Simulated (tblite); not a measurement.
# C5H5ClF2Ge: the cost of one run

Computed with tblite 0.8.0 and PySCF 2.14.0, with density-fitted response routines of our own, on a single molecule in the gas phase. Atoms are numbered from 0 throughout.

### Step 1. The molecule as given

14 atoms, charge 0, multiplicity 1; geometry from: force field or distance geometry start.

Bonds of the start (Å): C0–C1 1.21, C1–C2 1.47, C2–C3 1.54, C3–F4 1.40, C3–Ge5 1.94, Ge5–Cl6 2.17, Ge5–C7 1.95, C7–F8 1.38, C7–C2 1.54, C0–H9 1.05, C2–H10 1.10, C3–H11 1.10, Ge5–H12 1.55, C7–H13 1.11.

### Step 2. Relaxing the molecule with GFN2-xTB

Job settings and geometry (Å):

```
{"job": {"kind": "relax", "xc": "GFN2-xTB", "basis": "xTB"}, "charge": 0, "multiplicity": 1}
C      2.414700     1.445200    -0.681100
C      1.608800     0.714900    -0.159300
C      0.655500    -0.193600     0.501600
C     -0.011200    -1.140400    -0.513800
F      0.074600    -2.463900    -0.074900
Ge    -1.809000    -0.465300    -0.244700
Cl    -2.482000     0.711700    -1.933800
C     -0.625500     0.551400     0.926700
F     -0.934000     0.302400     2.250600
H      3.097100     2.094400    -1.141900
H      1.116100    -0.733200     1.344900
H      0.327200    -1.031000    -1.555000
H     -2.792900    -1.425100     0.481500
H     -0.640300     1.632100     0.682200
```

Launch:

```sh
OMP_NUM_THREADS=1 python probes_run.py task.json out
```

This one command runs all jobs of the session in turn.

**Question.** How long does this first job take on 1 thread of Arm Neoverse N1, shared host?

About 1.1 s.
